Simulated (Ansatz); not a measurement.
This script drives Ansatz's Python interface.

`opt_h5nossisn.py`:
```python
import itertools

import ansatz as az
from ase import Atoms
from ase.data import atomic_numbers, covalent_radii
import numpy as np

BASIS = "def2-SVP"
FUNCTIONAL = "cam_b3lyp"

atoms = Atoms(["N", "Sn", "O", "Si", "S", "H", "H", "H", "H", "H"], positions=[
    (-1.4858, -0.3614, -1.3141),
    (-0.6228, -0.976, 0.3983),
    (1.3373, -0.9152, 0.1156),
    (1.3694, 0.461, 1.1337),
    (1.5547, 2.2413, -0.0257),
    (-1.5255, 0.7431, -1.2922),
    (-2.5079, -0.6075, -1.2601),
    (-0.9566, -2.5867, 0.9065),
    (2.0067, 0.2508, 2.4503),
    (0.9134, 1.6994, -1.1092),
])
molecule = az.Crystal.molecule_from_ase(atoms)

setup = molecule.calculation()
setup = setup.basis(gaussian=BASIS)
setup = setup.functional(FUNCTIONAL)
symbols = [site.symbol for site in molecule.cartesian_sites]
start = np.array([site.position_ang for site in molecule.cartesian_sites], dtype=float)
rep = setup.relax(force_tolerance=0.02, max_steps=100).run(threads=1).report
end = np.array(rep["positions_ang"])

print("reference energy %16.6f eV" % rep["reference_energy_ev"])
print("total energy     %16.6f eV" % rep["free_energy_ev"])
print("occupied orbitals outside the frozen core (up, down):", rep["n_occupied"], " frozen:", rep["n_frozen"], " virtual:", rep["n_virtual"])

radius = [covalent_radii[atomic_numbers[s]] for s in symbols]
span = lambda where, i, j: np.linalg.norm(where[i] - where[j])
bonded = [(i, j) for i, j in itertools.combinations(range(len(symbols)), 2) if min(span(start, i, j), span(end, i, j)) < 1.2 * (radius[i] + radius[j])]
print("pair        before    after (A)")
for i, j in bonded:
    print(f"{symbols[i]}{i}-{symbols[j]}{j}".ljust(10), f"{span(start, i, j):8.4f} {span(end, i, j):8.4f}")
for first, second in list(itertools.combinations(bonded, 2)):
    shared = set(first) & set(second)
    if shared and symbols[(j := shared.pop())] != "H":
        i, k = sorted((set(first) | set(second)) - {j})
        u, v = end[i] - end[j], end[k] - end[j]
        angle = np.degrees(np.arccos(np.clip(u @ v / np.linalg.norm(u) / np.linalg.norm(v), -1, 1)))
        print(f"final angle {symbols[i]}{i}-{symbols[j]}{j}-{symbols[k]}{k}: {angle:.2f} deg")

charges = rep["charge_distribution"]
dipole = np.array(charges["dipole_moment_e_ang"]) * 4.803205
print("dipole (D): {:.3f} {:.3f} {:.3f}, length {:.3f}".format(*dipole, np.linalg.norm(dipole)))
print("atom  Mulliken   Lowdin")
for symbol, m, l in zip(symbols, charges["mulliken_charges_e"], charges["lowdin_charges_e"]):
    print(f"{symbol:4s} {m:9.3f} {l:8.3f}")
with open("h5nossisn_opt.xyz", "w") as handle:
    handle.write(f"{len(symbols)}\nrelaxed H5NOSSiSn\n")
    handle.writelines(f"{s:2s} {x:11.6f} {y:11.6f} {z:11.6f}\n" for s, (x, y, z) in zip(symbols, end))
```

It is started by `python opt_h5nossisn.py`. How long does it take on 1 thread of Arm Neoverse V2, with other jobs on the host, and how much memory does it need?

It took about 3 min, with a peak of 0.44 GiB, for 1 run of the engine.

Output of `python opt_h5nossisn.py`:
```text
reference energy    -28153.572126 eV
total energy        -28153.572126 eV
occupied orbitals outside the frozen core (up, down): [36, 36]  frozen: 0  virtual: [79, 79]
pair        before    after (A)
N0-Sn1       2.0137   2.0159
N0-H5        1.1054   1.0150
N0-H6        1.0527   1.0160
Sn1-O2       1.9813   2.2518
Sn1-Si3      2.5641   2.5375
Sn1-H7       1.7216   1.7169
O2-Si3       1.7122   1.5990
Si3-S4       2.1326   2.1185
Si3-H8       1.4778   1.4819
S4-H9        1.3707   1.3502
final angle Sn1-N0-H5: 120.04 deg
final angle Sn1-N0-H6: 119.00 deg
final angle N0-Sn1-O2: 108.24 deg
final angle N0-Sn1-Si3: 121.85 deg
final angle N0-Sn1-H7: 101.41 deg
final angle H5-N0-H6: 110.55 deg
final angle O2-Sn1-Si3: 38.43 deg
final angle O2-Sn1-H7: 101.33 deg
final angle Sn1-O2-Si3: 80.50 deg
final angle Si3-Sn1-H7: 125.92 deg
final angle Sn1-Si3-O2: 61.07 deg
final angle Sn1-Si3-S4: 122.88 deg
final angle Sn1-Si3-H8: 117.88 deg
final angle O2-Si3-S4: 120.95 deg
final angle O2-Si3-H8: 123.94 deg
final angle S4-Si3-H8: 105.48 deg
final angle Si3-S4-H9: 94.01 deg
dipole (D): -0.986 1.082 -0.025, length 1.464
atom  Mulliken   Lowdin
N       -0.433   -0.024
Sn       0.440    0.229
O       -0.534   -0.168
Si       0.556    0.008
S       -0.204    0.135
H        0.121   -0.004
H        0.129    0.001
H       -0.099   -0.090
H       -0.068   -0.076
H        0.091   -0.010
```

File `h5nossisn_opt.xyz` afterwards:
```text
10
relaxed H5NOSSiSn
N    -1.977809   -0.383589   -0.953336
Sn   -0.805498   -0.772889    0.639750
O     1.330455   -0.876181   -0.065610
Si    1.447416    0.352442    0.951124
S     1.861858    2.309088    0.252659
H    -1.937544    0.525015   -1.403952
H    -2.134585   -1.115660   -1.640119
H    -1.149536   -2.431852    0.917337
H     2.087407    0.264752    2.284808
H     1.360735    2.077674   -0.979562
```

Total energies depend on the basis set; only differences at equal settings carry meaning. The end point is the stationary point reached from this start; no frequency run checks that it is a minimum, and the basis set is modest. def2 sets replace the cores of elements past krypton by effective core potentials. The Löwdin charges here are taken after orthogonalising the functions within each atom; they differ from plain Löwdin charges, and their signs can be unphysical.
